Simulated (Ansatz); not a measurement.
Input of an Ansatz 0.2.0 run:

Contents of input.yaml:

```yaml
crystal:
  lattice:
    - [3.7029743866, 0.0, 0.0]
    - [-1.8514871933, 3.2068698884, 0.0]
    - [0.0, 0.0, 3.694211]
  atoms:
    - { symbol: Te, position: [0.6666666667, 0.3333333333, 0.0] }
    - { symbol: Nb, position: [0.0, 0.0, 0.5] }
hamiltonian:
  xc: r2scan
  pseudopotentials: { kind: paw }
kpoints:
  mp_grid: { grid: [8, 8, 7] }
  band_path:
    path:
      - [[0.0, 0.0, 0.0], [0.5, 0.0, 0.0], [0.3333333333, 0.3333333333, 0.0], [0.0, 0.0, 0.0], [0.0, 0.0, 0.5], [0.5, 0.0, 0.5], [0.3333333333, 0.3333333333, 0.5], [0.0, 0.0, 0.5]]
      - [[0.5, 0.0, 0.5], [0.5, 0.0, 0.0]]
      - [[0.3333333333, 0.3333333333, 0.0], [0.3333333333, 0.3333333333, 0.5]]
    npoints: 14
scf:
  occupations: { method: fermi_dirac, width: 0.05 }
  n_extra_bands: 6
output:
  forces: true
  stress: true
  eigenvalues: true
  fatbands: true
```

Potentials or basis: Ansatz PAW.

Run with:

```sh
$ ansatz run input.yaml --threads 2 --pin off --max-ram 5632MiB --backend cpu --events-out ev --progress --plain --runs-dir out
```

Task: Predict the pressure.

Result: -1.5 GPa.

Task: Estimate the band gap on the k mesh.

Result: None (metal or under the smearing width).

Stress tensor (GPa, compression positive):
```
-1.42  0.00  0.00
 0.00 -1.42  0.00
 0.00  0.00 -1.58
```

Caveat: spin-orbit coupling is left out, which moves the levels of the heavy elements; the PAW data sets come from PBE, with cores solved anew for the run's functional, which leaves a small shift of forces and pressure.
